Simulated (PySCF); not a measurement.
# The bond of GaH, level by level

One job finds the state of GaH, follows it along the bond with each method and fits the curves.

Program: PySCF 2.14.0. Level of theory: Ga cc-pVDZ-PP with ECP10, H cc-pVDZ, scalar-relativistic core potentials. These are calculated values, not measurements.

## Step 1: Input

The job is set up so:

- atoms: Ga, H
- charge: 0
- basis: Ga cc-pVDZ-PP with ECP10, H cc-pVDZ
- Hamiltonian: scalar-relativistic core potentials
- basis functions: 28
- electrons treated: 22
- masses in u: 68.9256, 1.0078
- levels: PBE0, PBE, r²SCAN, B3LYP, M06-2X, r²SCAN0, ωB97X, HF, MP2, SCS-MP2, CCSD, CCSD(T)
- grid: 80 radial by 434 angular points
- occupations: held fixed by the projection of orbital angular momentum
- dissociation limit: Ga + H, each in its ground configuration
- starting distance in angstrom: 1.525
- values of 2S to try: 0, 2

The run is started by

```
OMP_NUM_THREADS=1 python dia.py task.json out
```

The runs that follow: PBE0 along the bond; Excited determinants; PBE (GGA); r²SCAN (meta-GGA); B3LYP; M06-2X (hybrid meta-GGA); r²SCAN0; ωB97X; RHF (mean field); Adding correlation.

Q: Predict the outcome of this session. Wanted: for each run, Re; ωe; De; μ.

**Answer**, as computed:

Lowest PBE0 solution found, without spin–orbit coupling: ¹Σ⁺ (singlet), closed shell. State 2 has its PBE0 minimum 2.05 eV higher. The other levels ran on the lowest alone.

```
      level  Re (Å)  ωe (cm⁻¹)  De (eV)  μ (D)
        RHF   1.675       1643     2.01  -0.15
    RHF-MP2   1.667       1632     2.63    n/a
RHF-SCS-MP2   1.670       1622     2.72    n/a
   RHF-CCSD   1.674       1591     2.77    n/a
RHF-CCSD(T)   1.675       1584     2.79    n/a
        PBE   1.716       1484     2.82  -0.52
     r²SCAN   1.685       1560     2.84  -0.36
      B3LYP   1.703       1520     2.91  -0.53
       PBE0   1.693       1554     2.79  -0.39
    r²SCAN0   1.676       1597     2.81  -0.31
     M06-2X   1.693       1588     2.83  -0.30
      ωB97X   1.684       1586     2.97  -0.38
```

De is counted to Ga + H in their ground configurations. A positive dipole means Ga(−)H(+).

Differences from CCSD(T) in the same basis:

```
      level  Re (mÅ)  ωe (%)
        RHF        0    +3.7
    RHF-MP2       -8    +3.0
RHF-SCS-MP2       -4    +2.4
   RHF-CCSD       -1    +0.5
        PBE      +41    -6.3
     r²SCAN      +11    -1.5
      B3LYP      +28    -4.0
       PBE0      +19    -1.9
    r²SCAN0       +1    +0.8
     M06-2X      +18    +0.2
      ωB97X       +9    +0.1
```

What this shows: Against CCSD(T) in the same basis, the bond length is nearest at RHF (0 mÅ) and farthest at PBE (+41 mÅ); the wavenumber is nearest at ωB97X (+0.1 %) and farthest at PBE (-6.3 %). PBE gives a bond that is too long and too soft, as GGAs tend to. CCSD(T) in a basis this small is itself some way from its limit, more so than the functionals. Of the levels with a De here, RHF gives the least (2.01 eV) and ωB97X the most (2.97 eV).

Correlated steps freeze 4 core orbitals.
